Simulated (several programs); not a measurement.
CeO2 (Fm-3m) from a database structure, relaxed with r2SCAN in Ansatz, was computed with several methods. It is cubic, Fm-3m (No. 225); a = 5.437 Å in the conventional setting, 13.40 Å³ an atom. Ce has 8 O at 2.35 Å; O has 4 Ce at 2.35 Å. (Simulation; spin polarisation is off.)

```cif
data_structure
_symmetry_space_group_name_H-M 'Fm-3m'
_symmetry_Int_Tables_number 225
_cell_length_a 5.4373
_cell_length_b 5.4373
_cell_length_c 5.4373
_cell_angle_alpha 90.000
_cell_angle_beta 90.000
_cell_angle_gamma 90.000
_cell_volume 160.75
loop_
_atom_site_label
_atom_site_type_symbol
_atom_site_symmetry_multiplicity
_atom_site_Wyckoff_symbol
_atom_site_fract_x
_atom_site_fract_y
_atom_site_fract_z
_atom_site_occupancy
Ce1 Ce 4 a 0.00000 0.00000 0.00000 1
O1 O 8 c 0.25000 0.75000 0.75000 1
```

Gaps and times are for a single point on this cell; volume and bulk modulus come from each method's own relaxation or energy curve at fixed shape. Times are rough, from shared hosts (AMD EPYC 7R13 Processor; AMD EPYC 9R45 96-Core Processor; NVIDIA H100 80GB HBM3), and each method has its own mesh and cell size. A dagger marks a closed or tiny gap in a crystal that DFT finds insulating: a failure of the method or a wrong SCF state. The energy curve of GFN1-xTB (tblite) is jagged, so its SCF state, and with it the gap, is in doubt. PM7 (MOPAC), GFN1-xTB (tblite), GFN2-xTB (tblite) treat a cluster of cells at its zone centre, which samples few k points: where these miss a band edge, the gap comes out too large for that reason alone. Gaps from k meshes are read at a limited set of points (mesh, symmetry points, PBE's band edges), so each method's own least gap may be somewhat smaller. xTB and the PM methods were fitted mostly to molecules, and can miss a solid's gap by electronvolts. Times of the plane-wave ladder aren't listed, since it ran on unlike processors and cards. PM6 and PM7 treat lanthanides without f orbitals. d marks a direct gap, i an indirect one (no mark: not told apart), a dash a value that wasn't computed or didn't pass its checks.

| method | kind | gap (eV) | own volume (Å³/atom) | bulk modulus (GPa) | atoms computed | processor time |
| --- | --- | --- | --- | --- | --- | --- |
| PBEsol | semilocal | – | 13.11 | – | 3 | – |
| light PBE (260 eV and a coarse mesh) | light plane-wave | 1.90 i | – | – | 3 | 0.38 s |
| PBE | semilocal | 1.93 i | 13.60 | 175 | 3 | – |
| LDA | semilocal | 1.89 i | 12.82 | – | 3 | – |
| r2SCAN | semilocal | 2.20 i | 13.40 | 191 | 3 | – |
| GFN1-xTB (tblite) | tight binding | 0.00† | – | – | cluster | 10 s |
| GFN2-xTB (tblite) | tight binding | 0.00† | – | – | cluster | 31 s |
| LC-ωPBE | hybrid | 8.82 i | – | – | 3 | – |
| DDH-PBE0 | hybrid | 3.08 i | – | – | 3 | – |
| r2SCANh | hybrid | 3.09 i | – | – | 3 | – |
| PBE0 | hybrid | 4.29 i | – | – | 3 | – |
| HSE06 | hybrid | 3.52 i | 13.08 | – | 3 | – |
| PM7 (MOPAC) | semi-empirical | 3.74 | – | – | cluster | 110 s |

**Question.** How far from the measured values lie the methods that can be set against them?

**Answer.**
- Bulk modulus, measured 204 GPa: PBE -14.5 %, r2SCAN -6.1 %.
- Volume, measured 13.2 Å³ an atom: PBEsol -0.7 %, PBE +3.0 %, LDA -2.9 %, r2SCAN +1.5 %, HSE06 -0.9 %.
The calculations are for a static lattice; samples hold vibrations, temperature and, in optical gaps, excitons. A measured value is shown where most reports agree with it, and only for the quantities listed. Sources: 204 GPa (bulk modulus, quoted experiment; 300 K; “Atomistic and experimental study on thermal conductivity of bulk and porous cerium dioxide”; 2019; pmc:6474893); 13.2 Å³ an atom (from the lattice constants; cubic lattice parameter, quoted experimental value; “Polar surface structure of oxide nanocrystals revealed with solid-state NMR spectroscopy”; literature value quoted in the paper's computational methods; measurement temperature not given; 2019; pmc:6882792).
